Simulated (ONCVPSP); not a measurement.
**Se: generating and testing an ONCV potential**

Do these settings give a usable potential? It is generated, then checked for transferability, scattering, ghosts and hardness.

Program: ONCVPSP 4.0.1. Reference atom: PBE, scalar-relativistic, spherical and spin-unpolarised. All values are calculated.

1 further run of the same task is left out (it didn't finish).

## (1) Starting point

Typed settings, in words:

* element: selenium (Se, Z = 34)
* type: optimised norm-conserving Vanderbilt (ONCV)
* frozen core: [Ar] 3d10
* valence charge: 6
* reference configuration: 4s1.5 4p4.5
* partial waves: 4s: rc 1.35 bohr, ncon 4, nbas 7, qcut 5.7 1/bohr, 2 projectors, debl 0.7 Ha; 4p: rc 1.55 bohr, ncon 5, nbas 9, qcut 5.2 1/bohr, 2 projectors, debl 1.3 Ha
* local potential: polynomial inside 0.85 bohr (lpopt 5, dvloc0 0 Ha)
* core correction: Teter function, fcfact 2.1, rcfact 1.8

An earlier all-electron run gives the scale for the radii.

All-electron outer shells of the reference configuration (PBE, scalar-relativistic, ld1.x):

| shell | level (eV) | outermost node (bohr) | outermost maximum (bohr) |
| --- | --- | --- | --- |
| 3p | -153.80 | 0.21 | 0.50 |
| 3d | -53.93 | – | 0.45 |
| 4s | -17.71 | 0.70 | 1.51 |
| 4p | -6.82 | 0.74 | 1.80 |

## (2) Generating the potential

File Se.dat:

```
# ATOM AND REFERENCE CONFIGURATION
# atsym  z   nc   nv     iexc    psfile
  Se 34.00    6    2        4      upf
#
#   n    l    f
    1    0    2.00
    2    0    2.00
    2    1    6.00
    3    0    2.00
    3    1    6.00
    3    2   10.00
    4    0    1.50
    4    1    4.50
#
# PSEUDOPOTENTIAL AND OPTIMIZATION
# lmax
    1
#
#   l,   rc,      ep,       ncon, nbas, qcut
    0    1.35    0.00    4    7    5.70
    1    1.55    0.00    5    9    5.20
#
# LOCAL POTENTIAL
# lloc, lpopt,  rc(5),   dvloc0
    4    5    0.85    0.00
#
# VANDERBILT-KLEINMAN-BYLANDER PROJECTORs
# l, nproj, debl
    0    2    0.70
    1    2    1.30
#
# MODEL CORE CHARGE
# icmod, fcfact, rcfact
    3    2.10    1.80
#
# LOG DERIVATIVE ANALYSIS
# epsh1, epsh2, depsh
   -2.00    5.00    0.02
#
# OUTPUT GRID
# rlmax, drl
    6.00    0.01
#
# TEST CONFIGURATIONS
# ncnf
    4
# nvcnf
#   n    l    f
    2
    4    0    2.00
    4    1    4.00
#
    2
    4    0    2.00
    4    1    3.00
#
    2
    4    0    2.00
    4    1    2.00
#
    2
    4    0    1.00
    4    1    4.00
#
```

Started as:

```
$ oncvpsp.x < Se.dat > Se.out
```

Q: Predict the outcome of this session. Wanted: cutoffs for 1 and 0.1 mHa per electron, occupied waves; bound ghosts; GHOST(+) flags; largest test error; largest phase difference near zero energy, channels read; rms error of d²Exc/dn², without and with the model core.

As calculated:

```
                                                quantity                                  value
  cutoffs for 1 and 0.1 mHa per electron, occupied waves                        12 Ha and 56 Ha
                                            bound ghosts                        s at -153.92 eV
                                          GHOST(+) flags  s at 808 eV, s at 2070 eV, p at 90 eV
                            largest test error (AE − PS)                  -121 meV, for 4s2 4p2
largest phase difference near zero energy, channels read                              0.000 rad
 rms error of d²Exc/dn², without and with the model core                      4.56 and 2.78 mHa
```

What this shows: It has a bound ghost (s), a state that the atom doesn't have, and that rules the file out. The worst unpolarised test, 4s2 4p2, is off by 121 meV on 25.8 eV; by total energies transferability rates as poor. By its cutoff, 12 Ha for the looser tolerance, it is soft on the atom at that tolerance. The tighter tolerance needs 56 Ha, and converged work needs a cutoff nearer that. Near zero energy the phases of the channels with partial waves agree within 0.001 rad. The program also flags highly localised states, GHOST(+) (s, p).
